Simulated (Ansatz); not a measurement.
# YSc2 (P1) in Ansatz: convergence with k mesh

Aim: find how far k mesh must go before the results for YSc2 settle, at PBEsol. This setting moves, with any that are tied to it; all else stays.

Program: Ansatz 0.2.0. These are calculated values, not measurements. Logs are shortened: lines on timing, memory, paths and dates and some standing lists are left out, and cuts for length are marked.

**1. The cell of the first run**

The typed cell holds 3 atoms: a = 5.233 Å, b = 5.233 Å, c = 5.233 Å, α = 146.77°, β = 133.10°, γ = 58.69°.

The cell was built by a generator and needn't be a form met in nature.

The cell isn't the ideal one: atoms moved at random, drawn with an rms of 0.05 Å.

**2. With k mesh 2 × 3 × 3**

input.yaml reads:

```yaml
crystal:
  lattice:
    - [-1.49609045, 2.08247018, 4.56115775]
    - [1.49609045, -2.08247018, 4.56115775]
    - [1.49609045, 2.08247018, -4.56115775]
  atoms:
    - { symbol: "Y", position: [-0.0028, 0.009896, 0.004314] }
    - { symbol: Sc, position: [0.332893, 0.336544, -0.013995] }
    - { symbol: Sc, position: [0.65627, 0.673628, 0.003165] }
hamiltonian:
  xc: pbesol
  pseudopotentials: { kind: paw, source: jth, xc_functional: pbe }
kpoints:
  mp_grid: { grid: [2, 3, 3] }
scf:
  occupations: { method: gaussian, width: 0.05 }
output:
  forces: true
  stress: true
  eigenvalues: true
```

Potentials or basis: JTH PAW.

Command:

```
ansatz run input.yaml --threads 2 --pin off --max-ram 5632MiB --backend cpu --events-out ev --progress --plain --runs-dir out
```

Wall time 2.9 s (2 threads of Arm Neoverse V1, shared host); peak memory 0.39 GiB.

Results:

```yaml
Free_energy: -8012.2268 eV
Pressure: 23.6 GPa
Largest_force: 0.868 eV/Å
Band_gap_on_the_k_mesh: none (metal or under the smearing width)
```

**3. With k mesh 3 × 4 × 4**

Edit input.yaml of step 2 so:

```diff
@@ -13,3 +13,3 @@
 kpoints:
-  mp_grid: { grid: [2, 3, 3] }
+  mp_grid: { grid: [3, 4, 4] }
 scf:
```

Potentials or basis: JTH PAW.

Command:

```
ansatz run input.yaml --threads 2 --pin off --max-ram 5632MiB --backend cpu --events-out ev --progress --plain --runs-dir out
```

It took 6.9 s on 2 threads of Arm Neoverse V1, shared host; peak memory 0.45 GiB.

What came out:

| Quantity | Value |
| --- | --- |
| Free energy | -8012.1066 eV |
| Pressure | 24.8 GPa |
| Largest force | 1.000 eV/Å |
| Band gap on the k mesh | none (metal or under the smearing width) |

**4. With k mesh 4 × 5 × 5**

Edit input.yaml of step 3 so:

```diff
@@ -13,3 +13,3 @@
 kpoints:
-  mp_grid: { grid: [3, 4, 4] }
+  mp_grid: { grid: [4, 5, 5] }
 scf:
```

Command:

```
ansatz run input.yaml --threads 2 --pin off --max-ram 5632MiB --backend cpu --events-out ev --progress --plain --runs-dir out
```

Wall time 12 s (2 threads of Arm Neoverse V1, shared host); peak memory 0.56 GiB.

Results:

```yaml
Free_energy: -8012.0917 eV
Pressure: 25.1 GPa
Largest_force: 0.793 eV/Å
Band_gap_on_the_k_mesh: none (metal or under the smearing width)
```

**5. With k mesh 4 × 5 × 6**

Edit input.yaml of step 4 so:

```diff
@@ -13,3 +13,3 @@
 kpoints:
-  mp_grid: { grid: [4, 5, 5] }
+  mp_grid: { grid: [4, 5, 6] }
 scf:
```

Command:

```
ansatz run input.yaml --threads 2 --pin off --max-ram 5632MiB --backend cpu --events-out ev --progress --plain --runs-dir out
```

Wall time 15 s (2 threads of Arm Neoverse V1, shared host); peak memory 0.62 GiB.

What came out:

* Free energy: -8012.1336 eV
* Pressure: 24.8 GPa
* Largest force: 0.849 eV/Å
* Band gap on the k mesh: none (metal or under the smearing width)

**6. With k mesh 5 × 7 × 8**

Edit input.yaml of step 5 so:

```diff
@@ -13,3 +13,3 @@
 kpoints:
-  mp_grid: { grid: [4, 5, 6] }
+  mp_grid: { grid: [5, 7, 8] }
 scf:
```

Potentials or basis: JTH PAW.

Command:

```
ansatz run input.yaml --threads 2 --pin off --max-ram 5632MiB --backend cpu --events-out ev --progress --plain --runs-dir out
```

It took 33 s on 2 threads of Arm Neoverse V1, shared host; peak memory 0.95 GiB.

The run converged. Its results:

```
Free energy            : -8012.1350 eV
Pressure               : 24.9 GPa
Largest force          : 0.795 eV/Å
Band gap on the k mesh : none (metal or under the smearing width)
```

**7. With k mesh 6 × 8 × 10**

Edit input.yaml of step 6 so:

```diff
@@ -13,3 +13,3 @@
 kpoints:
-  mp_grid: { grid: [5, 7, 8] }
+  mp_grid: { grid: [6, 8, 10] }
 scf:
```

Command:

```
ansatz run input.yaml --threads 2 --pin off --max-ram 5632MiB --backend cpu --events-out ev --progress --plain --runs-dir out
```

Wall time 56 s (2 threads of Arm Neoverse V1, shared host); peak memory 1.4 GiB.

It converged, with:

| Item | Value |
| --- | --- |
| Free energy | -8012.1335 eV |
| Pressure | 24.8 GPa |
| Largest force | 0.846 eV/Å |
| Band gap on the k mesh | none (metal or under the smearing width) |

**8. With k mesh 8 × 11 × 12**

Edit input.yaml of step 7 so:

```diff
@@ -13,3 +13,3 @@
 kpoints:
-  mp_grid: { grid: [6, 8, 10] }
+  mp_grid: { grid: [8, 11, 12] }
 scf:
```

Command:

```
ansatz run input.yaml --threads 2 --pin off --max-ram 5632MiB --backend cpu --events-out ev --progress --plain --runs-dir out
```

Wall time 2.1 min (2 threads of Arm Neoverse V1, shared host); peak memory 2.7 GiB.

The run converged. Its results:

| Item | Value |
| --- | --- |
| Free energy | -8012.1319 eV |
| Pressure | 24.8 GPa |
| Largest force | 0.850 eV/Å |
| Band gap on the k mesh | none (metal or under the smearing width) |

**9. With k mesh 10 × 13 × 15**

Edit input.yaml of step 8 so:

```diff
@@ -13,3 +13,3 @@
 kpoints:
-  mp_grid: { grid: [8, 11, 12] }
+  mp_grid: { grid: [10, 13, 15] }
 scf:
```

Potentials or basis: JTH PAW.

Command:

```
ansatz run input.yaml --threads 2 --pin off --max-ram 5632MiB --backend cpu --events-out ev --progress --plain --runs-dir out
```

The log of the run:

```text
Warning: the checks of this Y dataset prove no rule for summing its radial tables, as where they were carried onto another mesh than they were made on, and Gregory's rule is taken, under which a leading mesh point left out moves its sums only by what lay on the interval it spanned. That does not make them correct, and they differ from Quantum ESPRESSO's on this file; a re-export a fraction of a mesh step off can move them. hamiltonian.pseudopotentials.radial_quadrature: simpson_from_first_knot sums it by `pw.x`'s rule; on a PAW file no value gives `pw.x`'s numbers. What more to know: hamiltonian.pseudopotentials.radial_quadrature, in the input reference
Warning: the checks of this Sc dataset prove no rule for summing its radial tables, as where they were carried onto another mesh than they were made on, and Gregory's rule is taken, under which a leading mesh point left out moves its sums only by what lay on the interval it spanned. That does not make them correct, and they differ from Quantum ESPRESSO's on this file; a re-export a fraction of a mesh step off can move them. hamiltonian.pseudopotentials.radial_quadrature: simpson_from_first_knot sums it by `pw.x`'s rule; on a PAW file no value gives `pw.x`'s numbers. What more to know: hamiltonian.pseudopotentials.radial_quadrature, in the input reference
Warning: RAYON_NUM_THREADS=2 ignored (pool sized by the plan → 2); use --threads N
basis.fft_grid_basis auto: the FFT boxes are laid along the combinations [[1, 0, 1], [0, 1, 1], [0, 0, 1]] of the cell's own vectors, 4.165, 2.992 and 5.233 Å long. The dense box has 50×36×64 points. Along the cell's own vectors, as sized, it would have 64×64×64, 2.28 times as many. basis.fft_grid_basis: typed keeps the cell's own vectors: state it where this run's energies or levels are differenced outside the engine with another run's, or held beside a run that keeps those vectors.
Engine: ansatz 0.2.0, aarch64-unknown-linux-gnu
Pseudopotentials: kind: paw
Pseudopotential: Y, paw, valence charge 11, recommended cutoff 900 eV (normal), Y.paw.azcp
Pseudopotential: Sc, paw, valence charge 11, recommended cutoff 1350 eV (normal), Sc.paw.azcp
Functional definition: PBEsol
  exchange = pbesol_x
  correlation = pbesol_c
Crystal: 3 atoms, lattice volume = 56.842 Å³
Basis set: ecut = 1350 eV, 6395 PW (Γ), FFT grids on a1+a3, a2+a3, a3, exchange–correlation on 100×72×128 points (8 copies of the dense FFT grid, shifted against one another)
Bands: 21, of which v1, the nominal top of the filled ones, is band 17 counted from 1 (16 counted from 0)
Symmetry: 1 space group operations
Space group: P1 (ITA 1), of the structure as read, at distance tolerance 3.8e-5 Å
k-points: 976 of 1950 (time reversal used)
Non-local potential: Y, projectors of the file, l = 0: 2, l = 1: 2, l = 2: 2
Non-local potential: Sc, projectors of the file, l = 0: 2, l = 1: 2, l = 2: 2
PAW form: soft (Blöchl's): semilocal exchange-correlation on the pseudo side does not see the compensation charge
PAW frozen core: Y, regenerated for the run's functional, and the local potential with it (the file was generated under x = pbe(κ = 0.804, μ = 0.2195149727645171), c = pbe(β = 0.06672455060314922))
PAW frozen core: Sc, regenerated for the run's functional, and the local potential with it (the file was generated under x = pbe(κ = 0.804, μ = 0.2195149727645171), c = pbe(β = 0.06672455060314922))
PAW one-centre angular grid: Y, 590 points (default); XC on 109 of its mesh's 919 points in the sphere
PAW one-centre angular grid: Sc, 590 points (default); XC on 64 Gauss nodes
Initial density: superposition of atomic densities (chi_scale 0.1, normalization cell, long waves kept (reshape's long-wave potential 0.00 eV rms))
Initial wavefunctions: pseudopotential atomic-orbital guess
Functional: x = pbesol(κ = 0.804, μ = 0.12345679012345678), c = pbesol(β = 0.046)
SCF iter   1: F=—  HF=-8012.384717 eV  |F-HF|=—  |Δ(HF+E_count)|=         —  Δρ=3.51e-2  dr2=1.55e0  ethr=3.10e-3  ⟨swp⟩=4.7  Hψ=101838  notcnv=0
preconditioner: auto → Kerker (q_TF=auto, 2.492 Å⁻¹)  [metal: Δε(μ)=0.002 eV  Ē_g=2.868 eV  σ=0.050 eV  W_gap=0.02  n_scr=10 (ndim 8)  ℏωp=14.8 eV  f_vac=0.000  D(μ)=3.04/eV (n_scr^D=34)]
SCF iter   2: F=—  HF=-8012.104643 eV  |F-HF|=—  |Δ(HF+E_count)|=   2.80e-1  Δρ=1.18e-2  dr2=1.47e-1  ethr=3.10e-3  ⟨swp⟩=2.6  Hψ=37297  notcnv=0  defer=254
SCF iter   3: F=—  HF=-8012.125441 eV  |F-HF|=—  |Δ(HF+E_count)|=   2.08e-2  Δρ=7.24e-3  dr2=2.65e-2  ethr=4.44e-4  ⟨swp⟩=3.3  Hψ=31016  notcnv=0  defer=255
SCF iter   4: F=—  HF=-8012.133103 eV  |F-HF|=—  |Δ(HF+E_count)|=   7.66e-3  Δρ=1.58e-3  dr2=3.07e-3  ethr=8.02e-5  ⟨swp⟩=3.1  Hψ=37143  notcnv=0  defer=254
SCF iter   5: F=—  HF=-8012.132771 eV  |F-HF|=—  |Δ(HF+E_count)|=   3.32e-4  Δρ=3.92e-4  dr2=1.59e-4  ethr=9.29e-6  ⟨swp⟩=2.0  Hψ=27698  notcnv=0  defer=253
SCF iter   6: F=—  HF=-8012.132753 eV  |F-HF|=—  |Δ(HF+E_count)|=   1.81e-5  Δρ=1.17e-4  dr2=9.90e-6  ethr=4.81e-7  ⟨swp⟩=2.0  Hψ=24418  notcnv=0  defer=253
SCF iter   7: F=—  HF=-8012.132741 eV  |F-HF|=—  |Δ(HF+E_count)|=   1.15e-5  Δρ=3.60e-5  dr2=5.53e-7  ethr=3.00e-8  ⟨swp⟩=2.1  Hψ=24300  notcnv=0  defer=253
SCF iter   8: F=-8012.132741 eV  HF=-8012.132741 eV  |F-HF|=5.78e-8  |Δ(HF+E_count)|=   2.65e-8  Δρ=9.30e-6  dr2=8.44e-8  ethr=3.03e-10  ⟨swp⟩=8.1  Hψ=107434  notcnv=0
SCF 1 converged in 8 iterations: F = -8012.132741 eV  dr2 = 8.44e-8
SCF converged after 8 iterations
Free energy (F): -8012.132741 eV
Harris-Foulkes:  -8012.132741 eV  (|F-HF|=5.78e-8)
Internal energy: -8012.128451 eV  (E = F + TS)
E sigma→0 (E₀):  -8012.130596 eV
Entropy (-TS):   -0.004290 eV (-1.430 meV/atom)
Fermi energy:    13.942258 eV
--- Per-component energies (eV) ---
  E_band       = -284.783012
  E_kinetic    = 676.254534
  E_local      = -2459.515704  (includes V_loc(G=0)·N_el)
  E_nonlocal   = 989.631372
  E_hartree    = 674.045603
  E_xc         = -395.872361
  E_vxc        = -430.040112  (∫ρ·V_xc dr)
  E_paw        = -4667.456153  (= ΣΔE_a)
  E_vpaw       = -409.210853  (= ΣTr[D̂ρ^β])
  E_aug_tail   = 0.000004  (compensation charges beyond the density's cutoff)
  E_ewald      = -2829.622084
  E_core_change = 0.406338  (= ΣΔE_core)
  E_smearing   = -0.004290  (= −TS)
  E_closure    = 0.000000  (closes the sum)
  Σ components = -8012.132741   (vs F -8012.132741, Δ=0.00e0)
--- Forces (eV/Å), atoms counted from 1 ---
  atom   1  Y     -0.05520250    -0.13457046     0.04325026
  atom   2  Sc     0.12174888     0.09573768    -0.83036407
  atom   3  Sc    -0.06654695     0.03882881     0.78712985
  max |Σ_I F_I| component: 1.60e-5 eV/Å
--- Stress (GPa, compression-positive) ---
       26.006100      -0.015921      -0.056573
       -0.015921      25.994308      -0.031236
       -0.056573      -0.031236      22.516201
  P = ⅓ Tr σ = 24.8389 GPa (248.389 kbar)
--- Band table (eV; the first three rows and the last of 976) ---
  k-point 0: bands = ["-34.5432", "-34.3974", "-27.3868", "-13.5519", "-13.4844", "-13.2006", "-13.0855", "-13.0642", "-12.9602", "-7.6036", "-7.5795", "-6.8518", "8.6403", "12.6177", "13.0010", "13.3086", "13.9027", "14.9235", "15.6176", "15.8378", "15.9643"]
  k-point 1: bands = ["-34.5381", "-34.3969", "-27.3794", "-13.5541", "-13.4807", "-13.1965", "-13.1136", "-13.0518", "-12.9844", "-7.5928", "-7.5788", "-6.9247", "8.8069", "12.6858", "13.1089", "13.3214", "13.8689", "14.8514", "15.4333", "15.8758", "15.9008"]
  k-point 2: bands = ["-34.5238", "-34.3957", "-27.3581", "-13.5561", "-13.4681", "-13.1912", "-13.1734", "-13.0564", "-13.0340", "-7.5741", "-7.5635", "-7.1246", "9.2763", "12.8031", "13.3327", "13.4664", "13.7228", "14.7767", "14.9914", "15.5953", "16.0431"]
  k-point 975: bands = ["-34.4297", "-34.3968", "-27.2227", "-13.6178", "-13.5413", "-13.4289", "-13.2245", "-13.1869", "-13.0822", "-8.1645", "-7.4816", "-7.4470", "11.8234", "12.8665", "13.1792", "13.8038", "14.1117", "14.3068", "14.4237", "15.3265", "15.7423"]
```

Wall time 3.9 min (2 threads of Arm Neoverse V1, shared host); peak memory 4.6 GiB.

Results:

* Free energy: -8012.1327 eV
* Pressure: 24.8 GPa
* Largest force: 0.845 eV/Å
* Band gap on the k mesh: none (metal or under the smearing width)

**10. With k mesh 12 × 15 × 18**

Edit input.yaml of step 9 so:

```diff
@@ -13,3 +13,3 @@
 kpoints:
-  mp_grid: { grid: [10, 13, 15] }
+  mp_grid: { grid: [12, 15, 18] }
 scf:
```

Command:

```
ansatz run input.yaml --threads 2 --pin off --max-ram 5632MiB --backend cpu --events-out ev --progress --plain --runs-dir out
```

It took 9 min on 2 threads of Arm Neoverse V1, shared host.

The calculation hadn't finished when its time ran out.

**11. Result**

```
      k mesh  energy less the tightest run, at zero smearing (meV/atom)  pressure (GPa)  largest force (eV/Å)  SCF cycles  CPU time (s)  peak memory (GiB)
   2 × 3 × 3                                                     -31.27           23.57                 0.868           9           5.7               0.39
   3 × 4 × 4                                                       8.82           24.79                 1.000           9            14               0.45
   4 × 5 × 5                                                      13.86           25.10                 0.793           8            24               0.56
   4 × 5 × 6                                                      -0.35           24.80                 0.849           8            29               0.62
   5 × 7 × 8                                                      -0.71           24.86                 0.795           8            66               0.95
  6 × 8 × 10                                                      -0.33           24.78                 0.846           8           110                1.4
 8 × 11 × 12                                                       0.30           24.85                 0.850           8           250                2.7
10 × 13 × 15                                                       0.00           24.84                 0.845           8           460                4.6
12 × 15 × 18                                      timed out after 540 s               -                     -           -             -                  -
```

Against the tightest run, the energy stays within 1 meV/atom from 4 × 5 × 6 on; the pressure stays within 0.1 GPa from 4 × 5 × 6 on. Not settled before the last step: the largest force (to 0.005 eV/Å). Meshes of other sizes hit other points, so gaps and Fermi surfaces needn't settle smoothly. The tightest run that finished is the yardstick and may itself not be fully converged.
